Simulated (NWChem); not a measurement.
# One shape, several levels: SnH2 (SMILES [H][Sn][H])

Wanted: a comparison of 6 runs (HF/STO-3G, HF/3-21G, HF/def2-SVP, PBE0/def2-SVP, TPSSh/def2-SVP, MP2/def2-TZVP) of SnH2. 

The calculation is run with NWChem 7.3.0.

### Step 1. The system as given

SnH2 has 3 atoms, charge 0, and is taken as a singlet. As SMILES, `[H][Sn][H]`. The shape comes from GFN2-xTB, which is rough for such elements, and wasn't checked as a minimum.

Bond lengths: Sn1–H2 1.800 Å, Sn1–H3 1.800 Å. Angles: H2–Sn1–H3 87.0°.

### Step 2. Energy and forces at HF/STO-3G (run 1)

h2sn.nw

```
start h2sn
memory stack 880 mb heap 220 mb global 1100 mb

geometry noautosym nocenter noautoz
  Sn       0.005160      -0.008860      -0.870070
  H        1.236480      -0.017770       0.442810
  H       -1.241640       0.026630       0.427260
end

basis spherical bse
  * library STO-3G
end

scf
  nopen 0
  rhf
  thresh 1e-08
  maxiter 80
  noprint "final vectors analysis"
end

task scf gradient
```

Launch:

```
nwchem h2sn.nw > h2sn.out
```

The program printed:

```text
[...]
  functions       =    29
[...]
  wavefunction    = RHF
[...]
         Total SCF energy =  -5964.372657126646
      One-electron energy =  -8309.955446256645
      Two-electron energy =   2315.967640941900
 Nuclear repulsion energy =     29.615148188099
        Time for solution =      0.8s
[...]
                         RHF ENERGY GRADIENTS
    atom               coordinates                        gradient
                 x          y          z           x          y          z
   1 Sn      0.009751  -0.016743  -1.644194    0.000353  -0.000677  -0.066519
   2 H       2.336608  -0.033580   0.836790    0.024720  -0.000108   0.033437
   3 H      -2.346359   0.050323   0.807404   -0.025073   0.000784   0.033081
[...]
```

Wall time 1.5 s (1 thread of AMD EPYC 9R45 (Zen 5), shared host); peak memory 0.099 GiB.

### Step 3. Energy and forces at HF/3-21G (run 2)

struct.xyz

```xyz
3
H2Sn gradient
Sn     0.005160    -0.008860    -0.870070
H      1.236480    -0.017770     0.442810
H     -1.241640     0.026630     0.427260
```

run.py

```python
from ase.io import read
from ase.calculators.nwchem import NWChem

atoms = read('struct.xyz')

calc = NWChem(
    label='struct',
    theory='scf',
    memory='2200 mb',
    basis='3-21G',
    basispar='spherical bse',
    scf={'nopen': '0', 'rhf': None, 'thresh': '1e-08', 'maxiter': '80'},
)
atoms.calc = calc

forces = atoms.get_forces()
e = atoms.get_potential_energy()
print(f"E = {e:.6f} eV")
print("forces (eV/A):")
for s, f in zip(atoms.symbols, forces):
    print(f"{s:2s} {f[0]:10.5f} {f[1]:10.5f} {f[2]:10.5f}")
print("dipole (e A):", atoms.get_dipole_moment().round(4))
```

Launch:

```
export ASE_NWCHEM_COMMAND="nwchem PREFIX.nwi > PREFIX.nwo"
python run.py
```

The program printed:

```text
E = -163197.234099 eV
forces (eV/A):
Sn   -0.00015    0.00417    0.41107
H     0.11714   -0.00417   -0.20600
H    -0.11699    0.00005   -0.20507
dipole (e A): [ 0.0003 -0.0007 -0.0694]
```

The calculator wrote struct.nwi:

```
title "struct"

permanent_dir struct

scratch_dir struct

start struct

geometry units angstrom nocenter noautosym noautoz
  Sn 5.1599999999999997e-03 -8.8599999999999998e-03 -8.7007000000000001e-01
  H  1.2364800000000000e+00 -1.7770000000000001e-02 4.4280999999999998e-01
  H  -1.2416400000000001e+00 2.6630000000000001e-02 4.2725999999999997e-01
end

memory 2200 mb

basis spherical bse noprint
   * library 3-21G
end

scf
  nopen 0
  rhf
  thresh 1e-08
  maxiter 80
end

task scf gradient
```

struct.nwo, cut to the lines that bear on the results:

```text
[...]
      One-electron energy =  -8333.633891886406
[... 1 line left out ...]
 Nuclear repulsion energy =     29.615148188099
[... 43 lines left out ...]
                       ROHF Final Molecular Orbital Analysis
[... 167 lines left out ...]
     L   x y z        total         open         nuclear
[...]
  wavefunction    =   RHF
                         RHF ENERGY GRADIENTS
    atom               coordinates                        gradient
                 x          y          z           x          y          z
   1 Sn      0.009751  -0.016743  -1.644194    0.000003  -0.000081  -0.007994
   2 H       2.336608  -0.033580   0.836790   -0.002278   0.000081   0.004006
   3 H      -2.346359   0.050323   0.807404    0.002275  -0.000001   0.003988
[...]
```

Wall time 1.8 s (1 thread of AMD EPYC 9R45 (Zen 5), shared host); peak memory 0.099 GiB.

Runs 3 to 5 aren't shown in full; the table further down has their settings and results.

### Step 4. Energy and forces at MP2/def2-TZVP (core potential) (run 6)

h2sn.nw

```
start h2sn
memory 2200 mb
geometry noautosym nocenter noautoz
  Sn       0.005160      -0.008860      -0.870070
  H        1.236480      -0.017770       0.442810
  H       -1.241640       0.026630       0.427260
end
basis spherical bse
  * library def2-TZVP
end
ecp bse
  Sn library def2-TZVP
end
scf
  thresh 1e-08
  maxiter 80
end
mp2
  freeze core 4
  tight
end
task mp2 gradient
```

Launch:

```
nwchem h2sn.nw > h2sn.out
```

The program printed:

```text
[...]
  functions       =    62
[...]
  wavefunction    = RHF
[...]
         Total SCF energy =   -214.474183239481
      One-electron energy =   -403.441489644094
      Two-electron energy =    175.817080455994
 Nuclear repulsion energy =     13.150225948619
        Time for solution =      3.8s
[...]
          Total MP2 energy          -214.783482731052
[...]
                         mp2 ENERGY GRADIENTS
    atom               coordinates                        gradient
                 x          y          z           x          y          z
   1 Sn      0.009751  -0.016743  -1.644194    0.000076  -0.000195  -0.019176
   2 H       2.336608  -0.033580   0.836790    0.005719  -0.000006   0.009644
   3 H      -2.346359   0.050323   0.807404   -0.005796   0.000200   0.009532
[...]
```

It took 9.9 s on 1 thread of AMD EPYC 9R45 (Zen 5), shared host; peak memory 0.15 GiB.

### Step 5. All runs side by side

```tsv
run	level	core potential	iteration cap	energy (Eh)	dipole moment (D)	largest force (eV/Å)	wall time
1	HF/STO-3G	–	80	-5964.372657	0.08	3.421	1.5 s
2	HF/3-21G	–	80	-5997.387783	0.33	0.411	1.8 s
3	HF/def2-SVP (core potential)	def2-SVP	80	-214.466631	–	0.805	2 s
4	PBE0/def2-SVP (core potential)	def2-SVP	100	-215.449586	0.76	0.422	3.3 s
5	TPSSh/def2-SVP (core potential)	def2-SVP	100	-215.378005	0.86	0.390	4.2 s
6	MP2/def2-TZVP (core potential)	def2-TZVP	80	-214.783483	0.96	0.986	9.9 s
```

### Step 6. Outcome

| quantity | value |
| --- | --- |
| run 6: total energy | -214.78348 Eh |
| run 6: dipole moment (of the density that the program reports) | 0.96 D |
| run 6: HOMO energy (Hartree–Fock orbitals) | -8.84 eV |
| run 6: LUMO energy (Hartree–Fock orbitals) | -0.25 eV |
| run 6: HOMO–LUMO gap (Hartree–Fock orbitals) | 8.59 eV |
| run 6: correlation energy (4 core orbitals frozen) | -309.3 mEh |
| run 6: largest force on an atom | 0.986 eV/Å |

What this shows: Over runs 1, 2, 4, 5, 6 the dipole moment (its size) runs from 0.08 D (HF/STO-3G) to 0.96 D (MP2/def2-TZVP). The two ends differ in method and basis and core potential. Over runs 2, 4, 5 the HOMO–LUMO gap runs from 2.88 eV (TPSSh/def2-SVP) to 8.30 eV (HF/3-21G). Totals of different functionals can't be ranked against each other. Some runs of one species differ in core potentials or relativity; totals across that change don't compare. In run 1 the basis is minimal, so the values are rough. In runs 1, 2 relativity is left out where basis or elements ask for it. All runs together took 23 s, the longest 9.9 s.
